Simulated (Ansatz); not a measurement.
# CH₇ClOSi₂: how energies converge with the basis set

The task here is to estimate one member of a computed series from the others.

Computed with Ansatz 0.2.0, Gaussian basis. Level: one geometry, several basis sets.

The runs, in order: PBE0-D4/def2-SVP; ωB97M-V/def2-SVP; PBE0-D4/def2-QZVPP; ωB97M-V/def2-QZVPP; the functionals' def2-TZVPP values are taken from earlier runs.

## Structure used throughout

An earlier PBE0-D4 in a triple-zeta def2 set relaxation fixed the geometry.

SMILES `CO[SiH2][SiH2]Cl`, 12 atoms, charge 0, spin multiplicity 1.

Atoms are counted from 1 here; the program's logs count them from 0.

Bond lengths: C1–O2 1.411 Å, C1–H6 1.096 Å, C1–H7 1.096 Å, C1–H8 1.091 Å, O2–Si3 1.645 Å, Si3–Si4 2.339 Å, Si3–H9 1.492 Å, Si3–H10 1.492 Å, Si4–Cl5 2.068 Å, Si4–H11 1.484 Å, Si4–H12 1.484 Å. Angles: O2–C1–H6 111.3°, O2–C1–H7 111.3°, O2–C1–H8 108.3°, H6–C1–H7 108.6°, H6–C1–H8 108.6°, H7–C1–H8 108.6°, C1–O2–Si3 122.8°, O2–Si3–Si4 106.7°, O2–Si3–H9 111.1°, O2–Si3–H10 111.1°, Si4–Si3–H9 110.3°, Si4–Si3–H10 110.3°, H9–Si3–H10 107.3°, Si3–Si4–Cl5 106.4°, Si3–Si4–H11 112.7°, Si3–Si4–H12 112.7°, Cl5–Si4–H11 107.8°, Cl5–Si4–H12 107.8° and more.

As a file:

```xyz
12
CH7ClOSi2
C     1.05475    1.93911   -0.77097
O     0.07144    0.96005   -0.51750
Si    0.37824   -0.40816    0.34350
Si   -1.62121   -1.61918    0.41649
Cl   -1.22425   -3.33993    1.49180
H     1.89375    1.52355   -1.34069
H     1.44161    2.36660    0.16112
H     0.59847    2.73830   -1.35696
H     0.83694   -0.08255    1.72566
H     1.45146   -1.22011   -0.30127
H    -2.70916   -0.88826    1.11339
H    -2.09514   -2.02452   -0.93057
```

Set-up of the first run:

Input file in.yaml:

```yaml
crystal:
  periodic: [false, false, false]
  atoms:
    - {symbol: C, position_ang: [1.054747, 1.939114, -0.770972]}
    - {symbol: O, position_ang: [0.071442, 0.960047, -0.517504]}
    - {symbol: Si, position_ang: [0.378243, -0.408161, 0.343496]}
    - {symbol: Si, position_ang: [-1.621214, -1.619179, 0.416491]}
    - {symbol: Cl, position_ang: [-1.224248, -3.339928, 1.491804]}
    - {symbol: H, position_ang: [1.893746, 1.523547, -1.340686]}
    - {symbol: H, position_ang: [1.441611, 2.366602, 0.161117]}
    - {symbol: H, position_ang: [0.598474, 2.738300, -1.356961]}
    - {symbol: H, position_ang: [0.836941, -0.082550, 1.725660]}
    - {symbol: H, position_ang: [1.451456, -1.220109, -0.301270]}
    - {symbol: H, position_ang: [-2.709158, -0.888262, 1.113394]}
    - {symbol: H, position_ang: [-2.095139, -2.024522, -0.930570]}
basis:
  gaussian: {orbitals: def2-SVP}
hamiltonian: {xc: pbe0, dispersion: d4}
output: {orbitals: {seedname: orbitals}}
```

The run is started by

```console
$ ansatz run in.yaml --threads 4 --pin off --events-out ev --progress --plain --max-ram 10444MiB
```

Steps of the session up to this table: PBE0-D4 in def2-SVP; ωB97M-V in def2-SVP; PBE0-D4 in def2-QZVPP; ωB97M-V in def2-QZVPP.

One table of the session follows, with a row left open; its other results are not shown here.

```
functional       basis  HOMO (eV)
   PBE0-D4    def2-SVP      -7.96
   PBE0-D4  def2-TZVPP      -8.04
   PBE0-D4  def2-QZVPP      -8.06
   ωB97M-V    def2-SVP          ?
   ωB97M-V  def2-TZVPP     -10.09
   ωB97M-V  def2-QZVPP     -10.12
```

Q: Estimate the row for ωB97M-V, def2-SVP from the others.

The run gave: HOMO (eV): -9.99. In the column «HOMO (eV)» it lies between ωB97M-V, def2-TZVPP (-10.09) and PBE0-D4, def2-QZVPP (-8.06).
